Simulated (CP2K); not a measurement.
Runs of CP2K 2026.2 on Hf2Pd2Se2Br2O3. It takes space group Cm (No. 8, monoclinic). The conventional cell has a = 15.354 Å, b = 3.419 Å, c = 13.208 Å, α = 90.00°, β = 107.63°, γ = 90.00°. Hf (site symmetry m) is surrounded by 3 O at 1.97 to 2.13 Å. Around Hf (site symmetry m) lie 3 O at 1.87 to 2.09 Å. Around Pd (site symmetry m) lie 2 O at 2.23 Å and 2 Se at 2.41 Å. Pd (site symmetry m) has 4 Se at 2.42 to 2.60 Å as nearest neighbours. Se (site symmetry m) has 2 Pd at 2.42 Å and 1 Hf at 2.76 Å as nearest neighbours. Se (site symmetry m) is surrounded by 4 Pd at 2.41 to 2.60 Å. Br (site symmetry m) is surrounded by 3 Hf at 2.82 to 3.06 Å and 3 O at 3.21 to 3.22 Å. Br (site symmetry m) is surrounded by 2 Hf at 2.73 Å. The cell was built by a generator and needn't be a form met in nature.

```csv
level,cutoff of the non-local correlation (Ry),gap on the mesh (eV),pressure (GPa),largest force (eV/Å)
vdW-DF-cx,150 Ry,0.84,-1.9,-
LDA,-,0.82,-3.6,0.89
PBEsol,-,0.82,(a),0.74
RPBE,-,0.84,(b),-
```

Alike in all rows: task band structure; potentials or basis POTENTIAL_UZH Hf GTH-PBE-q12, Pd GTH-PBE-q18, Se GTH-PBE-q6, Br GTH-PBE-q7, O GTH-PBE-q6; TZVP-MOLOPT-PBE-GTH basis; no spin polarisation; cell as given; k mesh 8 × 8 × 2; smearing fermi-dirac 0.05 eV.

**Question.** Fill in the values left out.

**Answer.** (a) -2.4; (b) 0.8.

Caveats: the potentials were made for another functional, which shifts forces and pressure; spin-orbit coupling is left out, which moves the levels of the heavy elements; the mesh misses the band edges, which the band path finds closer together; the basis of atomic orbitals isn't converged, which shifts pressures, moduli and gaps; the forces don't sum to zero, a sign of grid noise (some runs).

A k mesh can miss the band edges, and the runs leave out spin-orbit coupling on Br, Hf, Pd, Se.

Runs at the PBE level aren't shown here.
